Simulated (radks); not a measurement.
# Valence configurations of Hg⁺

Aim: which of several valence configurations of Hg⁺ lies lowest at this level, and whether it is the one NIST lists ([Xe] 4f14 5d10 6s1).

Program: radks (a radial shooting solver on a logarithmic mesh, Libxc functionals) version 1. Level of theory: scalar-relativistic Kohn-Sham, LDA (Slater exchange, Perdew-Wang correlation), spin-polarised, spherical densities, point nucleus; open shells are filled with parallel spins first. These are calculated values, not measurements, unless marked.

## Step 1: The atom as given

| Quantity | Value |
| --- | --- |
| element | mercury (Z = 80) |
| charge | +1 |
| electrons | 79 |
| configuration | [Xe] 4f14 5d10 6s1 |
| others tried | 4f13 5d10 6s1 6p1; 4f14 5d9 6s1 6p1; 4f13 5d10 6s2; 4f13.5 5d10 6s1 6p0.5; 4f12 5d10 6s2 6p1; 4f12.5 5d10 6s2 6p0.5; 4f14 5d9 6s2; 4f14 5d10 6p1; 4f14 5d9.5 6s1.5 |

Outer shells as boxes (Hund's rule):

Hg⁺
```
[Xe] core
4f [↑↓][↑↓][↑↓][↑↓][↑↓][↑↓][↑↓]
5d [↑↓][↑↓][↑↓][↑↓][↑↓]
6s [↑ ]
```

## Step 2: [Xe] 4f14 5d10 6s1

The run's settings:

```text
Z 80
configuration [Xe] 4f14 5d10 6s1
relativity scalar-relativistic
functional lda,pw
spin polarised
nucleus point
c 137.035999084
```

## Step 3: [Xe] 4f13 5d10 6s1 6p1

The run's settings:

```text
Z 80
configuration [Xe] 4f13 5d10 6s1 6p1
relativity scalar-relativistic
functional lda,pw
spin polarised
nucleus point
c 137.035999084
```

## Step 4: [Xe] 4f14 5d9 6s1 6p1

The run's settings:

```text
Z 80
configuration [Xe] 4f14 5d9 6s1 6p1
relativity scalar-relativistic
functional lda,pw
spin polarised
nucleus point
c 137.035999084
```

## Step 5: [Xe] 4f13 5d10 6s2

The run's settings:

```text
Z 80
configuration [Xe] 4f13 5d10 6s2
relativity scalar-relativistic
functional lda,pw
spin polarised
nucleus point
c 137.035999084
```

## Step 6: [Xe] 4f13.5 5d10 6s1 6p0.5

The run's settings:

```text
Z 80
configuration [Xe] 4f13.5 5d10 6s1 6p0.5
relativity scalar-relativistic
functional lda,pw
spin polarised
nucleus point
c 137.035999084
```

## Step 7: [Xe] 4f12 5d10 6s2 6p1

The run's settings:

```text
Z 80
configuration [Xe] 4f12 5d10 6s2 6p1
relativity scalar-relativistic
functional lda,pw
spin polarised
nucleus point
c 137.035999084
```

## Step 8: [Xe] 4f12.5 5d10 6s2 6p0.5

The run's settings:

```text
Z 80
configuration [Xe] 4f12.5 5d10 6s2 6p0.5
relativity scalar-relativistic
functional lda,pw
spin polarised
nucleus point
c 137.035999084
```

## Step 9: [Xe] 4f14 5d9 6s2

The run's settings:

```text
Z 80
configuration [Xe] 4f14 5d9 6s2
relativity scalar-relativistic
functional lda,pw
spin polarised
nucleus point
c 137.035999084
```

## Step 10: [Xe] 4f14 5d10 6p1

The run's settings:

```text
Z 80
configuration [Xe] 4f14 5d10 6p1
relativity scalar-relativistic
functional lda,pw
spin polarised
nucleus point
c 137.035999084
```

## Step 11: [Xe] 4f14 5d9.5 6s1.5

The run's settings:

```text
Z 80
configuration [Xe] 4f14 5d9.5 6s1.5
relativity scalar-relativistic
functional lda,pw
spin polarised
nucleus point
c 137.035999084
```

Before running it: what results should come out? Wanted: for each run, valence; E − E(NIST configuration); moment; highest level; its energy; 1s shift.

**Answer**, as computed:

| valence | E − E(NIST configuration) (eV) | moment (μB) | highest level | its energy (eV) | 1s shift (eV) |
| --- | --- | --- | --- | --- | --- |
| 4f14 5d10 6s1 | 0.000 | 1 | 6s up | -15.417 | +0.00 |
| 4f14 5d9.5 6s1.5 | 2.230 | 1 | 6s down | -15.438 | -1.82 |
| 4f14 5d9 6s2 | 4.718 | 1 | 6s down | -16.128 | -3.69 |
| 4f14 5d10 6p1 | 7.538 | 1 | 6p up | -8.979 | -1.86 |
| 4f14 5d9 6s1 6p1 | 11.926 | 3 | 6p up | -9.803 | -5.44 |
| 4f13.5 5d10 6s1 6p0.5 | 50.610 | 2 | 6p up | -8.940 | -9.19 |
| 4f13 5d10 6s2 | 97.496 | 1 | 6s down | -16.438 | -16.81 |
| 4f13 5d10 6s1 6p1 | 105.03 | 3 | 6p up | -9.839 | -18.60 |
| 4f12.5 5d10 6s2 6p0.5 | 155.68 | 2 | 6p up | -9.428 | -26.53 |
| 4f12 5d10 6s2 6p1 | 217.88 | 3 | 6p up | -10.348 | -36.45 |

In words: Theory agrees with NIST among these: the next, 4f14 5d9.5 6s1.5, lies 2.230 eV higher. The energies are those of spherical high-spin densities, not of single terms. The 1s eigenvalue shifts by up to 36.45 eV as the valence charge is rearranged.
